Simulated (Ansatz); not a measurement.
**Bi2S3 with a defect (Cd on a Bi site): a single-point run**

The task is a single point on Bi2S3 with a defect (Cd on a Bi site) that gives the gradients at the nuclei.

Method: DFT, PBE, plane-wave PAW, default files, scalar-relativistic, in Ansatz 0.2.0.

## Step 1: Starting point

The structure is monoclinic, space group Pm (No. 6). The conventional cell has a = 11.161 Å, b = 7.996 Å, c = 11.594 Å, α = 90.00°, β = 90.00°, γ = 90.00°. Bi (site symmetry 1) is surrounded by 6 S at 2.68 to 3.07 Å. Bi (site symmetry m) has 6 S at 2.68 to 3.07 Å as nearest neighbours. Cd (site symmetry m) is surrounded by 5 S at 2.60 to 2.97 Å. Bi (site symmetry m) is surrounded by 5 S at 2.60 to 2.97 Å. Only part of the 30 independent sites is listed.

The input asks for a charge of -1 e on the cell.

Structure file:

```
Bi Cd S
1.0
    11.59359    0.00000    0.00000
     0.00000    7.99559    0.00000
     0.00000    0.00000   11.16062
Bi Cd S
15 1 24
Direct
  0.01755 0.12500 0.32634
  0.01755 0.62500 0.32634
  0.98245 0.37500 0.67366
  0.98245 0.87500 0.67366
  0.48245 0.37500 0.82634
  0.48245 0.87500 0.82634
  0.51755 0.12500 0.17366
  0.51755 0.62500 0.17366
  0.15647 0.87500 0.03264
  0.84353 0.12500 0.96736
  0.84353 0.62500 0.96736
  0.34353 0.12500 0.53264
  0.34353 0.62500 0.53264
  0.65647 0.37500 0.46736
  0.65647 0.87500 0.46736
  0.15647 0.37500 0.03264
  0.45179 0.37500 0.37125
  0.45179 0.87500 0.37125
  0.54821 0.12500 0.62875
  0.54821 0.62500 0.62875
  0.04821 0.12500 0.87125
  0.04821 0.62500 0.87125
  0.95179 0.37500 0.12875
  0.95179 0.87500 0.12875
  0.12160 0.37500 0.44355
  0.12160 0.87500 0.44355
  0.87840 0.12500 0.55645
  0.87840 0.62500 0.55645
  0.37840 0.12500 0.94355
  0.37840 0.62500 0.94355
  0.62160 0.37500 0.05645
  0.62160 0.87500 0.05645
  0.71064 0.12500 0.30866
  0.71064 0.62500 0.30866
  0.28936 0.37500 0.69134
  0.28936 0.87500 0.69134
  0.78936 0.37500 0.80866
  0.78936 0.87500 0.80866
  0.21064 0.12500 0.19134
  0.21064 0.62500 0.19134
```

## Step 2: The calculation

File input.yaml:

```yaml
crystal:
  lattice:
    - [11.5935907458, 0.0, 0.0]
    - [0.0, 7.99558748, 0.0]
    - [0.0, 0.0, 11.1606176657]
  atoms:
    - { symbol: Bi, position: [0.01755372, 0.125, 0.32634412] }
    - { symbol: Bi, position: [0.01755372, 0.625, 0.32634412] }
    - { symbol: Bi, position: [0.98244628, 0.375, 0.67365588] }
    - { symbol: Bi, position: [0.98244628, 0.875, 0.67365588] }
    - { symbol: Bi, position: [0.48244628, 0.375, 0.82634412] }
    - { symbol: Bi, position: [0.48244628, 0.875, 0.82634412] }
    - { symbol: Bi, position: [0.51755372, 0.125, 0.17365588] }
    - { symbol: Bi, position: [0.51755372, 0.625, 0.17365588] }
    - { symbol: Cd, position: [0.1564718, 0.375, 0.03264083] }
    - { symbol: Bi, position: [0.1564718, 0.875, 0.03264083] }
    - { symbol: Bi, position: [0.8435282, 0.125, 0.96735917] }
    - { symbol: Bi, position: [0.8435282, 0.625, 0.96735917] }
    - { symbol: Bi, position: [0.3435282, 0.125, 0.53264083] }
    - { symbol: Bi, position: [0.3435282, 0.625, 0.53264083] }
    - { symbol: Bi, position: [0.6564718, 0.375, 0.46735917] }
    - { symbol: Bi, position: [0.6564718, 0.875, 0.46735917] }
    - { symbol: S, position: [0.45179186, 0.375, 0.37124976] }
    - { symbol: S, position: [0.45179186, 0.875, 0.37124976] }
    - { symbol: S, position: [0.54820814, 0.125, 0.62875024] }
    - { symbol: S, position: [0.54820814, 0.625, 0.62875024] }
    - { symbol: S, position: [0.04820814, 0.125, 0.87124976] }
    - { symbol: S, position: [0.04820814, 0.625, 0.87124976] }
    - { symbol: S, position: [0.95179186, 0.375, 0.12875024] }
    - { symbol: S, position: [0.95179186, 0.875, 0.12875024] }
    - { symbol: S, position: [0.12159663, 0.375, 0.44355234] }
    - { symbol: S, position: [0.12159663, 0.875, 0.44355234] }
    - { symbol: S, position: [0.87840337, 0.125, 0.55644766] }
    - { symbol: S, position: [0.87840337, 0.625, 0.55644766] }
    - { symbol: S, position: [0.37840337, 0.125, 0.94355234] }
    - { symbol: S, position: [0.37840337, 0.625, 0.94355234] }
    - { symbol: S, position: [0.62159663, 0.375, 0.05644766] }
    - { symbol: S, position: [0.62159663, 0.875, 0.05644766] }
    - { symbol: S, position: [0.71064012, 0.125, 0.30865754] }
    - { symbol: S, position: [0.71064012, 0.625, 0.30865754] }
    - { symbol: S, position: [0.28935988, 0.375, 0.69134246] }
    - { symbol: S, position: [0.28935988, 0.875, 0.69134246] }
    - { symbol: S, position: [0.78935988, 0.375, 0.80865754] }
    - { symbol: S, position: [0.78935988, 0.875, 0.80865754] }
    - { symbol: S, position: [0.21064012, 0.125, 0.19134246] }
    - { symbol: S, position: [0.21064012, 0.625, 0.19134246] }
total_charge: -1
kpoints:
  mp_grid: { grid: [2, 3, 2] }
scf:
  occupations: { method: methfessel_paxton, width: 1.0 }
  max_iter: 75
hamiltonian:
  xc: pbe
  pseudopotentials: { kind: paw }
output:
  forces: true
  stress: true
  populations: true
  efg:
    quadrupole_moments_barn: { Bi: -0.516, S: -0.0694 }
    contact_densities: true
```

Launch:

```bash
$ ansatz run input.yaml --threads 4 --pin off --max-ram 8192MiB --backend cpu --events-out ev --progress --plain --runs-dir out
```

**Question.** How will this run end, and is anything wrong with its input?

The run converged and reported no error, with warnings (gradients without spin orbit). Convergence says nothing about whether the input makes sense.

In the input, scf.occupations.method is methfessel_paxton; scf.occupations.width is 1.0. A smearing of this width stands for electrons at many thousands of kelvin; it empties bonding states and fills antibonding ones.

To check: set scf.occupations.method to fermi_dirac and scf.occupations.width to 0.01.
